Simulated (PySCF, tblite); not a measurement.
# C5H8F2O: a rotation path, then NMR shifts on frames, part 2 of 2

tblite 0.8.0 and PySCF 2.14.0. Atoms count from 0. Earlier steps stand in the parts before.

## 5. Nuclear shieldings: image 5, PBE0/pcSseg-1

What the job is given:

```
{"job": {"kind": "nmr", "xc": "PBE0", "basis": "pcSseg-1", "pop": false}, "charge": 0, "multiplicity": 1}
C     -1.884300    -0.934600     0.549100
O     -1.649800     0.459500     0.503900
C     -0.859500     0.959500    -0.535600
F     -0.716600     0.031400    -1.540500
C      0.497400     1.448500    -0.078100
C      1.584000     0.715300     0.109700
C      1.715100    -0.763100    -0.062100
F      3.002100    -1.156800     0.207300
H     -2.333200    -1.295600    -0.380000
H     -0.971800    -1.502600     0.746900
H     -2.582900    -1.075000     1.370700
H     -1.414000     1.804100    -0.979600
H      0.539200     2.512100     0.097900
H      2.500800     1.196500     0.420900
H      1.488500    -1.083100    -1.085300
H      1.077200    -1.307400     0.643400
```

With the program's defaults for keys left out, this is: GIAO PBE0/pcSseg-1 NMR shielding, non-relativistic, gas phase.

What it wrote:

```text
coarse grid: 13648 points
cycle   1  E = -469.4637936712  dE =  1.002e+00  |g| = 8.090e-01  |ddm| = 3.440e+00
cycle   2  E = -469.3761786396  dE =  8.762e-02  |g| = 1.116e+00  |ddm| = 1.340e+00
cycle   3  E = -469.5735600866  dE = -1.974e-01  |g| = 7.457e-02  |ddm| = 8.318e-01
cycle   4  E = -469.5744650647  dE = -9.050e-04  |g| = 3.509e-02  |ddm| = 7.653e-02
cycle   5  E = -469.5747166368  dE = -2.516e-04  |g| = 8.920e-03  |ddm| = 3.268e-02
cycle   6  E = -469.5747276294  dE = -1.099e-05  |g| = 3.576e-03  |ddm| = 7.712e-03
cycle   7  E = -469.5747299493  dE = -2.320e-06  |g| = 4.459e-04  |ddm| = 2.699e-03
final grid: 133432 points
cycle   8  E = -469.6479721665  dE = -4.483e-05  |g| = 1.182e-02  |ddm| = 3.061e-02
cycle   9  E = -469.6479516573  dE =  2.051e-05  |g| = 1.631e-02  |ddm| = 1.824e-02
cycle  10  E = -469.6479991103  dE = -4.745e-05  |g| = 1.338e-03  |ddm| = 1.072e-02
cycle  11  E = -469.6479994726  dE = -3.623e-07  |g| = 2.698e-04  |ddm| = 1.314e-03
cycle  12  E = -469.6479994828  dE = -1.020e-08  |g| = 1.358e-04  |ddm| = 2.649e-04
cycle  13  E = -469.6479994853  dE = -2.559e-09  |g| = 2.762e-05  |ddm| = 9.032e-05
cycle  14  E = -469.6479994854  dE = -1.319e-10  |g| = 9.346e-06  |ddm| = 2.979e-05
converged SCF energy = -469.6479994854

GIAO shielding tensors (ppm)
atom      isotropic    diamagn.    paramagn.     s11        s22        s33       span
  0 C      131.468     244.836    -113.369     97.953    117.348    179.103     81.150
  1 O      272.818     397.369    -124.551    212.336    258.438    347.680    135.344
  2 C       75.927     238.453    -162.527     58.872     71.193     97.714     38.842
  3 F      353.080     477.725    -124.646    288.679    347.901    422.659    133.980
  4 C       52.640     258.657    -206.017    -56.974     66.632    148.262    205.236
  5 C       41.166     254.022    -212.856    -65.720     51.865    137.354    203.074
  6 C      100.958     246.513    -145.555     67.938     81.506    153.430     85.492
  7 F      424.066     469.447     -45.381    378.649    419.261    474.289     95.640
  8 H       27.661      29.383      -1.722     24.283     25.392     33.309      9.026
  9 H       28.349      31.385      -3.036     23.567     28.001     33.480      9.912
 10 H       27.883      28.241      -0.359     24.038     25.897     33.713      9.675
 11 H       25.591      28.323      -2.732     22.710     23.892     30.171      7.461
 12 H       25.822      30.756      -4.934     24.078     25.550     27.838      3.759
 13 H       25.191      29.932      -4.741     23.569     24.171     27.832      4.262
 14 H       25.633      29.670      -4.038     20.755     25.290     30.853     10.098
 15 H       25.850      30.397      -4.546     20.298     25.655     31.598     11.300
```

Wall time 20 s (1 thread of Arm Neoverse V1, shared host); peak memory 0.81 GiB.

Key values: δ C5 145.8, C4 134.3, C2 111.0, C6 86.0, H13 6.53, H11 6.13 ppm.

## 6. Shielding tensors: image 6, PBE0/pcSseg-1

What the job is given:

```
{"job": {"kind": "nmr", "xc": "PBE0", "basis": "pcSseg-1", "pop": false}, "charge": 0, "multiplicity": 1}
C     -1.778900    -0.850300     0.669500
O     -1.866800     0.508700     0.279800
C     -0.909600     0.979400    -0.603100
F     -0.715600     0.068100    -1.628000
C      0.422500     1.377500    -0.008000
C      1.508600     0.633600     0.137700
C      1.684100    -0.811300    -0.200500
F      2.918000    -1.239500     0.225100
H     -1.797300    -1.503600    -0.207100
H     -0.885800    -1.051600     1.266300
H     -2.664300    -1.034600     1.273700
H     -1.367500     1.866800    -1.067100
H      0.455100     2.414900     0.290000
H      2.404000     1.088700     0.539800
H      1.636900    -0.989500    -1.280400
H      0.948800    -1.448300     0.301100
```

Level: GIAO PBE0/pcSseg-1 NMR shielding, non-relativistic, gas phase.

What it wrote:

```text
coarse grid: 13648 points
cycle   1  E = -469.4721550517  dE =  9.963e-01  |g| = 8.035e-01  |ddm| = 3.430e+00
cycle   2  E = -469.3847017136  dE =  8.745e-02  |g| = 1.114e+00  |ddm| = 1.294e+00
cycle   3  E = -469.5799390813  dE = -1.952e-01  |g| = 7.692e-02  |ddm| = 8.015e-01
cycle   4  E = -469.5809140372  dE = -9.750e-04  |g| = 3.618e-02  |ddm| = 8.016e-02
cycle   5  E = -469.5811811398  dE = -2.671e-04  |g| = 9.513e-03  |ddm| = 3.314e-02
cycle   6  E = -469.5811939079  dE = -1.277e-05  |g| = 3.652e-03  |ddm| = 7.979e-03
cycle   7  E = -469.5811963399  dE = -2.432e-06  |g| = 4.291e-04  |ddm| = 2.704e-03
final grid: 133432 points
cycle   8  E = -469.6539418173  dE = -4.561e-05  |g| = 1.177e-02  |ddm| = 3.309e-02
cycle   9  E = -469.6539204239  dE =  2.139e-05  |g| = 1.640e-02  |ddm| = 1.770e-02
cycle  10  E = -469.6539685252  dE = -4.810e-05  |g| = 1.394e-03  |ddm| = 1.042e-02
cycle  11  E = -469.6539689148  dE = -3.896e-07  |g| = 2.929e-04  |ddm| = 1.315e-03
cycle  12  E = -469.6539689266  dE = -1.182e-08  |g| = 1.444e-04  |ddm| = 2.897e-04
cycle  13  E = -469.6539689295  dE = -2.902e-09  |g| = 3.052e-05  |ddm| = 9.692e-05
cycle  14  E = -469.6539689297  dE = -1.617e-10  |g| = 1.028e-05  |ddm| = 3.313e-05
converged SCF energy = -469.6539689297

GIAO shielding tensors (ppm)
atom      isotropic    diamagn.    paramagn.     s11        s22        s33       span
  0 C      134.287     246.796    -112.510    105.568    116.541    180.751     75.183
  1 O      260.455     394.607    -134.152    192.679    264.392    324.293    131.614
  2 C       75.432     238.817    -163.386     54.293     73.484     98.518     44.225
  3 F      345.344     478.291    -132.946    276.276    371.414    388.343    112.067
  4 C       55.297     259.373    -204.077    -51.625     70.469    147.047    198.671
  5 C       40.790     254.142    -213.353    -65.373     51.086    136.655    202.028
  6 C      100.637     245.918    -145.281     68.696     80.171    153.043     84.347
  7 F      422.582     469.705     -47.124    376.843    419.646    471.255     94.412
  8 H       27.748      30.301      -2.554     24.294     26.183     32.766      8.472
  9 H       28.384      31.479      -3.095     24.525     27.585     33.043      8.518
 10 H       28.006      28.309      -0.303     23.833     26.311     33.874     10.041
 11 H       25.563      28.101      -2.538     22.885     23.800     30.003      7.117
 12 H       25.982      31.038      -5.056     24.015     25.862     28.069      4.054
 13 H       25.174      30.112      -4.937     23.358     24.286     27.878      4.520
 14 H       25.820      29.206      -3.386     21.148     26.155     30.155      9.007
 15 H       25.995      30.718      -4.723     20.899     25.209     31.878     10.979
```

Run time: 20 s. Hardware: 1 thread of Arm Neoverse V1, shared host; peak memory 0.81 GiB.

In short: δ C5 146.1, C4 131.6, C2 111.5, C6 86.3, H13 6.54, H11 6.15 ppm.

## 7. Nuclear shieldings: image 8, PBE0/pcSseg-1

What the job is given:

```
{"job": {"kind": "nmr", "xc": "PBE0", "basis": "pcSseg-1", "pop": false}, "charge": 0, "multiplicity": 1}
C     -1.872900    -0.609700     0.871000
O     -2.010300     0.505900     0.004400
C     -0.883300     0.831900    -0.716000
F     -0.591800    -0.188000    -1.614100
C      0.318500     1.163900     0.129400
C      1.454800     0.491900     0.225400
C      1.828500    -0.760400    -0.500000
F      3.038500    -1.219300    -0.039600
H     -1.677700    -1.522600     0.301400
H     -1.069000    -0.450000     1.595800
H     -2.824800    -0.699400     1.388600
H     -1.163900     1.698700    -1.333800
H      0.165400     2.059000     0.715000
H      2.232700     0.860300     0.880500
H      1.942600    -0.586000    -1.575700
H      1.105200    -1.567000    -0.343700
```

Method: GIAO PBE0/pcSseg-1 NMR shielding, non-relativistic, gas phase.

What it wrote:

```text
coarse grid: 13648 points
cycle   1  E = -469.4816397677  dE =  1.000e+00  |g| = 7.979e-01  |ddm| = 3.411e+00
cycle   2  E = -469.3962658070  dE =  8.537e-02  |g| = 1.105e+00  |ddm| = 1.275e+00
cycle   3  E = -469.5874967624  dE = -1.912e-01  |g| = 7.775e-02  |ddm| = 7.912e-01
cycle   4  E = -469.5884934255  dE = -9.967e-04  |g| = 3.641e-02  |ddm| = 8.106e-02
cycle   5  E = -469.5887672292  dE = -2.738e-04  |g| = 9.748e-03  |ddm| = 3.364e-02
cycle   6  E = -469.5887818305  dE = -1.460e-05  |g| = 3.619e-03  |ddm| = 8.124e-03
cycle   7  E = -469.5887844643  dE = -2.634e-06  |g| = 5.005e-04  |ddm| = 2.785e-03
final grid: 133432 points
cycle   8  E = -469.6608357752  dE = -4.595e-05  |g| = 1.170e-02  |ddm| = 3.758e-02
cycle   9  E = -469.6608125794  dE =  2.320e-05  |g| = 1.659e-02  |ddm| = 1.796e-02
cycle  10  E = -469.6608622875  dE = -4.971e-05  |g| = 1.455e-03  |ddm| = 1.074e-02
cycle  11  E = -469.6608627159  dE = -4.284e-07  |g| = 3.358e-04  |ddm| = 1.342e-03
cycle  12  E = -469.6608627312  dE = -1.531e-08  |g| = 1.710e-04  |ddm| = 3.567e-04
cycle  13  E = -469.6608627360  dE = -4.832e-09  |g| = 3.398e-05  |ddm| = 1.290e-04
cycle  14  E = -469.6608627363  dE = -2.308e-10  |g| = 1.466e-05  |ddm| = 3.869e-05
converged SCF energy = -469.6608627363

GIAO shielding tensors (ppm)
atom      isotropic    diamagn.    paramagn.     s11        s22        s33       span
  0 C      136.049     247.360    -111.311    110.501    112.858    184.787     74.286
  1 O      256.871     394.170    -137.299    164.712    291.203    314.698    149.986
  2 C       71.813     239.465    -167.652     47.015     73.442     94.983     47.968
  3 F      343.512     478.522    -135.010    266.847    370.394    393.294    126.447
  4 C       58.269     261.270    -203.000    -38.817     71.172    142.453    181.270
  5 C       39.644     254.045    -214.401    -67.707     49.466    137.172    204.879
  6 C      101.291     244.629    -143.338     69.934     80.179    153.759     83.825
  7 F      420.913     469.281     -48.368    377.028    418.849    466.862     89.834
  8 H       28.119      30.508      -2.389     24.351     26.590     33.416      9.065
  9 H       28.010      31.048      -3.038     24.089     27.857     32.085      7.995
 10 H       28.087      28.388      -0.301     24.005     26.139     34.116     10.112
 11 H       25.361      28.075      -2.715     22.473     24.173     29.436      6.963
 12 H       26.361      32.145      -5.784     24.076     27.140     27.867      3.791
 13 H       25.152      30.594      -5.441     23.116     24.497     27.844      4.727
 14 H       25.974      28.618      -2.644     21.186     26.838     29.898      8.712
 15 H       26.048      30.215      -4.167     21.091     25.801     31.252     10.161
```

Run time: 20 s. Hardware: 1 thread of Arm Neoverse V1, shared host; peak memory 0.81 GiB.

Key values: δ C5 147.3, C4 128.7, C2 115.1, C6 85.6, H13 6.56, H11 6.36 ppm.

## 8. Comparing the runs: NMR shifts

Shifts (ppm) of some atoms, chosen among heavy atoms and hydrogens apart, with basis size and wall time:

| frame | C5 | C0 | H11 | H8 | O1 | F3 | F7 | functions | time |
| --- | --- | --- | --- | --- | --- | --- | --- | --- | --- |
| image 0 | 149.9 | 58.7 | 5.60 | 3.30 | 81.3 | -151.1 | -256.1 | 176 | 27 s |
| image 2 | 151.9 | 55.9 | 5.82 | 3.29 | 69.6 | -155.3 | -256.8 | 176 | 20 s |
| image 5 | 145.8 | 55.5 | 6.13 | 4.06 | 63.3 | -182.1 | -253.1 | 176 | 20 s |
| image 6 | 146.1 | 52.6 | 6.15 | 3.97 | 75.6 | -174.4 | -251.6 | 176 | 20 s |
| image 8 | 147.3 | 50.9 | 6.36 | 3.60 | 79.2 | -172.6 | -250.0 | 176 | 20 s |

## 9. Results

The summary covers parts 1 to 2.

| quantity | value |
| --- | --- |
| barrier | 0.260 eV (6.0 kcal/mol) at image 5 |
| end to end (GFN2-xTB) | 0.025 eV |
| 13C shifts against TMS (PBE0/pcSseg-1, image 0) | 149.9, 129.6, 114.2, 84.9, 58.7 ppm |
| 1H shifts against TMS (PBE0/pcSseg-1, image 0) | 6.66, 5.98, 5.82, 5.75, 5.60, 4.01, 3.89, 3.30 ppm |
| 17O shifts against H2O (PBE0/pcSseg-1, image 0) | 81.3 ppm |
| 19F shifts against CFCl3 (PBE0/pcSseg-1, image 0) | -151.1, -256.1 ppm |
| surface potential, 1st and 99th percentile | -1.17 V and 1.10 V |
| range of the shift of F3 | -182.1 to -151.1 ppm |

What this shows: Along the band the dihedral turns by 134°, and the top (dihedral 15°) lies 6.0 kcal/mol above the start (GFN2-xTB, rough), so at room temperature this motion is fast. Ends this close can change order at a higher level. The top was not checked by a frequency run. Shifts at one fixed geometry are not the observed spectrum, which averages over the motion. In the first frame run (image 0): The widest tensor belongs to C5: span 212 ppm, with a paramagnetic part of -217 ppm. By nearest atom (PBE0/pcSseg-1), the HOMO sits on C4 35 %; C5 28 % and the LUMO on C4, C5 about 29 % each; H12, H13 about 8 % each. In ppm, F3 moves most: its shift spreads over 31.0 ppm, from -182.1 (image 5) to -151.1 (image 0).
